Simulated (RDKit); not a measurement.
**Si2H6SO (SMILES [SiH3]O[SiH2]S) at UFF**

We compute a geometry optimisation of Si2H6SO. The job is set up through a Python script.

The calculation is run with RDKit 2026.09.1.

1 further run of the same task is left out (set aside as unsound or not needed).

### 1 The structure to begin with

Si2H6SO has 10 atoms, charge 0, and is taken as a singlet. As SMILES, `[SiH3]O[SiH2]S`. Geometry: relaxed at GFN2-xTB. This is one conformer, not always the lowest. The run starts from this shape.

Bond lengths: Si1–O2 1.627 Å, O2–Si3 1.610 Å, Si3–S4 2.146 Å, Si1–H5 1.459 Å, Si1–H6 1.462 Å, Si1–H7 1.459 Å, Si3–H8 1.450 Å, Si3–H9 1.454 Å, S4–H10 1.324 Å. Some angles: Si1–O2–Si3 162.9°, O2–Si3–S4 109.1°, O2–Si1–H5 103.7°, O2–Si1–H6 107.5°, O2–Si1–H7 106.5°, O2–Si3–H8 110.0°, O2–Si3–H9 105.4°, S4–Si3–H8 105.4°, S4–Si3–H9 109.7°, Si3–S4–H10 96.4°.

### 2 A geometry optimisation at UFF

The input, mol.xyz:

```xyz
10

Si     0.431930     1.697080     0.306440
O     -0.395510     0.373200    -0.151230
Si    -0.936020    -1.138990    -0.269310
S      0.653010    -2.493700     0.225930
H      0.320790     2.588870    -0.842990
H      1.810640     1.285650     0.563720
H     -0.225160     2.200600     1.507920
H     -1.965880    -1.375420     0.723550
H     -1.306580    -1.308410    -1.664540
H      1.612780    -1.828880    -0.399490
```

The input, job.py:

```python
# UFF minimise with RDKit
import json
import numpy as np
from rdkit import Chem
from rdkit.Chem import AllChem
from rdkit.Chem import rdDetermineBonds

mol = Chem.MolFromXYZFile("mol.xyz")
rdDetermineBonds.DetermineBonds(mol, charge=0)
print("perceived SMILES:", Chem.MolToSmiles(Chem.RemoveHs(mol)))
symbols = [a.GetSymbol() for a in mol.GetAtoms()]
start = mol.GetConformer().GetPositions().copy()

ff = AllChem.UFFGetMoleculeForceField(mol)
e0 = ff.CalcEnergy()
print(f"start   E = {e0:.5f} kcal/mol")
path, flag, n = [], 1, 0
while flag and n < 2000:
    flag = ff.Minimize(maxIts=20, forceTol=0.0001)
    n += 20
    path.append((n, ff.CalcEnergy(), mol.GetConformer().GetPositions().tolist()))
    print(f"{n:5d}   E = {path[-1][1]:.5f} kcal/mol")
print("converged" if flag == 0 else "iteration limit reached")
final = mol.GetConformer().GetPositions()
for a, p in zip(symbols, final):
    print(f"{a:<2} {p[0]:11.5f} {p[1]:11.5f} {p[2]:11.5f}")
print(f"energy gained {e0 - path[-1][1]:.4f} kcal/mol")
json.dump(dict(symbols=symbols, start=start.tolist(), start_energy=e0, energy=path[-1][1], final=final.tolist(), path=path, success=flag == 0), open("results.json", "w"))
```

Started as:

```
$ python job.py
```

What values should one expect? Wanted: steric energy.

Answer, from the run:

Level: UFF.

```
                      quantity        value
steric energy (arbitrary zero)  -0.00022 Eh
```

**Reading.** At the final geometry: Bond lengths: Si1–O2 1.721 Å, O2–Si3 1.722 Å, Si3–S4 2.149 Å, Si1–H5 1.470 Å, Si1–H6 1.472 Å, Si1–H7 1.472 Å, Si3–H8 1.473 Å, Si3–H9 1.470 Å, S4–H10 1.407 Å. Some angles: Si1–O2–Si3 106.5°, O2–Si3–S4 110.1°, O2–Si1–H5 109.0°, O2–Si1–H6 110.4°, O2–Si1–H7 110.3°, O2–Si3–H8 111.7°, O2–Si3–H9 108.7°, S4–Si3–H8 110.1°, S4–Si3–H9 108.5°, Si3–S4–H10 92.0°. The optimisation took 200 steps and changed the energy by -3.238 eV.
